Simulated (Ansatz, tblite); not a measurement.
**The cluster Zr₂Se₄: rung by rung**

How do method and basis change the picture of the cluster Zr₂Se₄ (singlet)?

The runs use Ansatz 0.2.0, Gaussian basis; as each input shows.

Plan: GFN1-xTB, GFN2-xTB, PBE-D4/def2-TZVP, r2SCAN-D4/def2-TZVP, BLYP-D4/def2-TZVP, revPBE-D4/def2-TZVP, PBE-D4/def2-SVP, PBE0-D4/def2-SVP, PBE0-D4/def2-TZVPD, PBE-D4/def2-TZVPD, r2SCAN-D4/def2-TZVPD, MP2/def2-TZVP, RPA/def2-TZVP.

5 further runs of the same task are left out: 1 that didn't finish, 4 set aside as unsound or not needed.

## 1. The relaxed structure

The geometry is that of the singlet, from an earlier relaxation (PBE-D4/def2-SVP). At that level it is the lowest of the isomers that a small search found.

6 atoms, charge 0, spin multiplicity 1.

Bond lengths: Zr1–Se3 2.506 Å, Zr1–Se4 2.506 Å, Zr1–Se5 2.505 Å, Zr2–Se3 2.687 Å, Zr2–Se4 2.687 Å, Zr2–Se5 2.690 Å, Zr2–Se6 2.368 Å. Angles: Se3–Zr1–Se4 96.0°, Se3–Zr1–Se5 96.0°, Se4–Zr1–Se5 96.0°, Se3–Zr2–Se4 87.7°, Se3–Zr2–Se5 87.7°, Se3–Zr2–Se6 126.7°, Se4–Zr2–Se5 87.7°, Se4–Zr2–Se6 126.7°, Se5–Zr2–Se6 127.2°, Zr1–Se3–Zr2 67.7°, Zr1–Se4–Zr2 67.7°, Zr1–Se5–Zr2 67.7°.

Zr takes a core potential in the def2 sets. No spin-orbit coupling is included.

PBE0-D4/def2-TZVP was run before; its log isn't repeated, and its numbers join the tables.

## 2. GFN1-xTB

Tight binding, by tblite at 300 K electronic temperature and without a spin-polarisation term:

```python
tblite.interface.Calculator('GFN1-xTB', numbers, positions, charge=0, uhf=0).singlepoint()
```

Energy -441.2676 eV, HOMO -9.70 eV, LUMO -9.05 eV; 0.037 s.

## 3. GFN2-xTB

Tight binding, by tblite at 300 K electronic temperature and without a spin-polarisation term:

```python
tblite.interface.Calculator('GFN2-xTB', numbers, positions, charge=0, uhf=0).singlepoint()
```

Energy -436.3490 eV, HOMO -11.37 eV, LUMO -10.24 eV; 0.048 s.

## 4. PBE-D4/def2-TZVP

start.molden holds the orbitals of an earlier run on this state, given as this run's starting guess.

Input file in.yaml:

```yaml
crystal:
  periodic: [false, false, false]
  atoms:
    - {symbol: Zr, position_ang: [1.777616, -0.120021, -0.915909]}
    - {symbol: Zr, position_ang: [-0.794838, 0.052329, 0.407344]}
    - {symbol: Se, position_ang: [0.683314, 2.097948, -0.514872]}
    - {symbol: Se, position_ang: [1.468274, -0.990085, 1.413246]}
    - {symbol: Se, position_ang: [-0.242447, -1.239473, -1.886070]}
    - {symbol: Se, position_ang: [-2.891929, 0.199303, 1.496261]}
basis:
  gaussian: {orbitals: def2-TZVP, initial_orbitals: start.molden}
hamiltonian: {xc: pbe, dispersion: d4}
scf: {omitted_lower_state_checks: [starts]}
output: {orbitals: {seedname: orbitals}}
```

The run is started by

```sh
$ ansatz run in.yaml --threads 4 --pin off --events-out ev --progress --plain --max-ram 4787MiB
```

After this run come: r2SCAN-D4/def2-TZVP; BLYP-D4/def2-TZVP; revPBE-D4/def2-TZVP; PBE-D4/def2-SVP; PBE0-D4/def2-SVP; PBE0-D4/def2-TZVPD; PBE-D4/def2-TZVPD; r2SCAN-D4/def2-TZVPD; MP2/def2-TZVP; RPA/def2-TZVP.

Q: Predict the results of all the runs planned. Wanted: gap in def2-TZVP, named functionals, smallest and largest; correlation energy, MP2/def2-TZVP; binding an atom, functionals in def2-TZVP; PBE0 total energy, smallest basis above largest.

The runs gave:

| quantity | value |
| --- | --- |
| gap in def2-TZVP, named functionals, smallest and largest | 0.74 eV (BLYP-D4), 2.28 eV (PBE0-D4) |
| correlation energy, MP2/def2-TZVP | -46.80 eV |
| binding an atom, functionals in def2-TZVP | 4.07 (BLYP-D4) to 4.09 eV (PBE0-D4) |
| PBE0 total energy, smallest basis above largest | 32.58 eV (def2-SVP, def2-TZVPD) |

Orbital gaps of the named functionals in def2-TZVP span 0.74 eV (BLYP-D4) to 2.28 eV (PBE0-D4); exact exchange widens it.
